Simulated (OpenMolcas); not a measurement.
# doublet SnO−: levels of theory compared

Wanted: a comparison of 6 runs (UHF/3-21G, U-revPBE/def2-TZVPPD, UBLYP/def2-TZVPPD, USVWN5/def2-TZVPPD, UTPSS/def2-TZVPPD, ROMP2/def2-TZVPPD) of doublet SnO−. 

The results are computed with OpenMolcas 26.06.

3 further runs of the same task are left out: 3 set aside as unsound or not needed.

## (1) The structure to begin with

SnO−: 2 atoms, total charge -1, spin state doublet. As SMILES of the parent species, `[O]=[Sn]`. The coordinates come from a PBE0-D4/def2-TZVP relaxation. That shape belongs to the parent species and isn't relaxed for this state.

Bond lengths: O1–Sn2 1.818 Å.

## (2) The energy at UHF/3-21G (run 1)

test.inp

```
&GATEWAY
BasLib
$CurrDir
Coord
2
angstrom
O        0.000000       0.000000      -0.007080
Sn       0.000000       0.000000       1.810660
Basis
3-21G
Group
NoSym
&SEWARD
&SCF
UHF
Charge
-1
Spin
2
Thresholds
1e-10 1e-07 1e-07 1e-05
PrOrbitals
1 1
```

The basis set 3-21G is read from a file made from the Basis Set Exchange's data (not shown).

The run is started by

```console
$ export MOLCAS_MEM=1860
$ pymolcas test.inp > test.log
```

Log:

```text
--- Start Module: gateway ---
[...]
--- Stop Module: gateway /rc=_RC_ALL_IS_WELL_ ---
--- Start Module: seward ---
[...]
      Basis functions           40
--- Stop Module: seward /rc=_RC_ALL_IS_WELL_ ---
--- Start Module: scf ---
[...]
       Convergence after  47 Iterations
[...]
::    Total SCF energy                              -6070.6894062175
[...]
      Total spin, S                                     0.8033806866
[...]
      Total electronic charge=   59.000000
      Total            charge=   -1.000000
[...]
      Dipole Moment (debye):
      Origin of the operator (angstrom)=    0.0000    0.0000    1.5967
                   X= -3.4413E-14               Y= -1.1503E-14               Z=  1.1113E+00           Total=  1.1113E+00
      Center of Charge (angstrom)
[...]
--- Stop Module: scf /rc=_RC_ALL_IS_WELL_ ---
[...]
```

Wall time 2.6 s (1 thread of Arm Neoverse V2, shared host); peak memory 0.37 GiB.

## (3) The energy at U-revPBE/def2-TZVPPD (core potential) (run 2)

mol.input

```
>>> EXPORT MOLCAS_PRINT=2
&GATEWAY
BasLib=$CurrDir
Coord
2
bohr
O      0.00000000     0.00000000    -0.01337926
Sn     0.00000000     0.00000000     3.42165150
Basis=def2-TZVPPD
Group=NoSym
&SEWARD
GridInput
Grid=UltraFine
End of Grid
&SCF
UHF
Charge=-1
Spin=2
KSDFT=revPBE
Thresholds=1e-10 1e-07 1e-07 1e-05
PrOrbitals=1 2
```

The basis set def2-TZVPPD is read from a file made from the Basis Set Exchange's data (not shown).

The run is started by

```console
$ export MOLCAS_MEM=1860
$ pymolcas mol.input > mol.log
```

Log:

```text
--- Start Module: gateway ---
[...]
--- Stop Module: gateway /rc=_RC_ALL_IS_WELL_ ---
--- Start Module: seward ---
[...]
      Basis functions           96
--- Stop Module: seward /rc=_RC_ALL_IS_WELL_ ---
[...]
--- Start Module: scf ---
[...]
       Convergence after  26 Iterations
[...]
::    Total KS-DFT energy                            -289.6022601796
[...]
      Total spin, S                                     0.5015589462
[...]
      Total electronic charge=   31.000000
      Total            charge=   -1.000000
[...]
      Dipole Moment (debye):
      Origin of the operator (angstrom)=    0.0000    0.0000    1.5967
                   X= -6.1335E-15               Y=  6.8312E-15               Z=  2.3991E+00           Total=  2.3991E+00
      Center of Charge (angstrom)
[...]
--- Stop Module: scf /rc=_RC_ALL_IS_WELL_ ---
[...]
```

It took 31 s on 1 thread of Arm Neoverse V2, shared host; peak memory 0.53 GiB.

Runs 3 to 5 aren't shown in full; the table further down has their settings and results.

## (4) The energy at ROMP2/def2-TZVPPD (core potential) (run 6)

run.inp

```
* OSn ROMP2
&GATEWAY
BasLib
$CurrDir
Coord
2
bohr
O      0.00000000     0.00000000    -0.01337926
Sn     0.00000000     0.00000000     3.42165150
Basis
def2-TZVPPD
Group
NoSym
&SEWARD
&SCF
UHF
Charge
-1
Spin
2
Thresholds
1e-10 1e-07 1e-07 1e-05
PrOrbitals
1 1
&RASSCF
FileOrb
$Project.UnaOrb
Spin
2
Nactel
1 0 0
Inactive
15
Ras2
1
OutOrbitals
Canonical
OrbListing
Few
&CASPT2
IPEA
0.0
Frozen
5
```

The basis set def2-TZVPPD is read from a file made from the Basis Set Exchange's data (not shown).

The run is started by

```console
$ export MOLCAS_MEM=1860
$ pymolcas run.inp > run.log
```

Log:

```text
--- Start Module: gateway ---
[...]
--- Stop Module: gateway /rc=_RC_ALL_IS_WELL_ ---
[...]
      Basis functions           96
[...]
       Convergence after  36 Iterations
[...]
::    Total SCF energy                               -288.2297985456
[...]
      Total spin, S                                     0.5116524997
[...]
--- Start Module: rasscf ---
[...]
      Number of active orbitals                  1
[...]
      Spin quantum number                      0.5
[...]
      Active orbitals                            1
[...]
      Number of CSFs                             1
[...]
      Number of root(s) required                 1
[...]
      Convergence after 13 iterations
[...]
      printout of CI-coefficients larger than  0.05 for root  1
      energy=    -288.226121
      conf/sym  1     Coeff  Weight
             1  u   1.00000 1.00000
      Natural orbitals and occupation numbers for root  1
      sym 1:   1.000000
      ************************************************************************************************************************
      *                                                    Final results                                                     *
[...]
::    RASSCF root number  1 Total energy:   -288.22612078
[...]
      Total electronic charge=   31.000000
      Total            charge=   -1.000000
[...]
      Dipole Moment (debye):
      Origin of the operator (angstrom)=    0.0000    0.0000    1.5967
                   X= -1.4020E-07               Y=  2.8589E-07               Z=  3.5561E+00           Total=  3.5561E+00
      Center of Charge (angstrom)
[...]
--- Stop Module: rasscf /rc=_RC_ALL_IS_WELL_ ---
[...]
--- Start Module: caspt2 ---
[...]
      E2 (Variational):          -0.5775609609
      Total energy:            -288.8036817374
[...]
      Reference weight:           0.83768
[...]
::    CASPT2 Root  1     Total energy:   -288.80368174
[...]
```

It took 15 s on 1 thread of Arm Neoverse V2, shared host; peak memory 0.53 GiB.

## (5) All runs side by side

```csv
run,level,integration grid,frozen core orbitals,energy (Eh),HOMO energy (eV),LUMO energy (eV),⟨S²⟩,wall time
1,UHF/3-21G,–,–,-6070.689406,0.19,6.80,1.449,2.6 s
2,U-revPBE/def2-TZVPPD (core potential),UltraFine,–,-289.602260,2.13,2.33,0.753,31 s
3,UBLYP/def2-TZVPPD (core potential),UltraFine,–,-289.526516,2.30,2.39,0.752,34 s
4,USVWN5/def2-TZVPPD (core potential),UltraFine,–,-288.722473,2.07,2.08,0.751,23 s
5,UTPSS/def2-TZVPPD (core potential),UltraFine,–,-289.494797,2.04,2.36,0.753,50 s
6,ROMP2/def2-TZVPPD (core potential),–,5,-288.803682,–,–,–,15 s
```

## (6) What came out

| quantity | value |
| --- | --- |
| run 6: total energy | -288.80368 Eh |

Totals of different functionals can't be ranked against each other. Some runs of one species differ in core potentials or relativity; totals across that change don't compare. In runs 1, 2, 3, 4, 5 the HOMO lies above zero, so the outermost electron may be held by the basis alone. In run 1 relativity is left out where basis or elements ask for it. Spin contamination of the reference: run 1 ⟨S²⟩ = 1.45. Where it is this large, the reference is a mixture of spin states, and values that rest on it are in doubt. All runs together took 2.6 min, the longest 50 s.
